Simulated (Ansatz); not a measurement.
Runs of Ansatz 0.2.0 on TaVN2. Symmetry: P4/mmm, No. 123, tetragonal system. Conventional cell: a = 3.050 Å, b = 3.050 Å, c = 4.296 Å, α = 90.00°, β = 90.00°, γ = 90.00°. Ta (site symmetry 4/mmm) has 6 N at 2.15 to 2.16 Å as nearest neighbours. V (site symmetry 4/mmm) has 6 N at 2.15 to 2.16 Å as nearest neighbours. N (site symmetry 4/mmm) is surrounded by 2 V at 2.15 Å and 4 Ta at 2.16 Å. N (site symmetry 4/mmm) has 2 Ta at 2.15 Å and 4 V at 2.16 Å as nearest neighbours. The cell comes from a database or a generator and needn't be the stable form of this composition.

| task | level | fixed moment (μB) | cell | k mesh | gap on the mesh (eV) | pressure (GPa) | moment (μB) | relaxed volume (Å³/atom) |
| --- | --- | --- | --- | --- | --- | --- | --- | --- |
| single point | PBEsol | 2.5 | as given | 7 × 7 × 5 | - | (a) | 2.50 | - |
| relaxation of cell and atoms | PBEsol | - | relaxed | 9 × 9 × 6 | none | 0.0 | (b) | 9.62 |
| single point | PBEsol | 4.0 | as given | 7 × 7 × 5 | - | 9.1 | 4.00 | - |
| relaxation of cell and atoms | BLYP | - | relaxed | 9 × 9 × 6 | none | 0.0 | 1.32 | 10.35 |
| single point | PBEsol | 1.0 | as given | 7 × 7 × 5 | - | -10.5 | 1.00 | - |

Alike in all rows: potentials or basis Ansatz PAW; spin collinear, ferromagnetic start; cutoff (eV) 420; smearing fermi-dirac 0.05 eV.

Problem. Estimate the missing entries.

Solution. (a) -3.8; (b) 0.60.

Caveats: the PAW data sets come from PBE, with cores solved anew for the run's functional, which leaves a small shift of forces and pressure; the total moment is fixed, so each spin has its own Fermi level (some runs); the thresholds are loose for stress (some runs); the plane-wave basis is chosen anew once the cell has moved, so the energies of steps on either side of that aren't comparable (some runs).

A k mesh can miss the band edges, and the runs leave out spin-orbit coupling on Ta.

A gap of «none» marks a metal or a gap under the smearing width.

Runs at the PBE level aren't shown here.
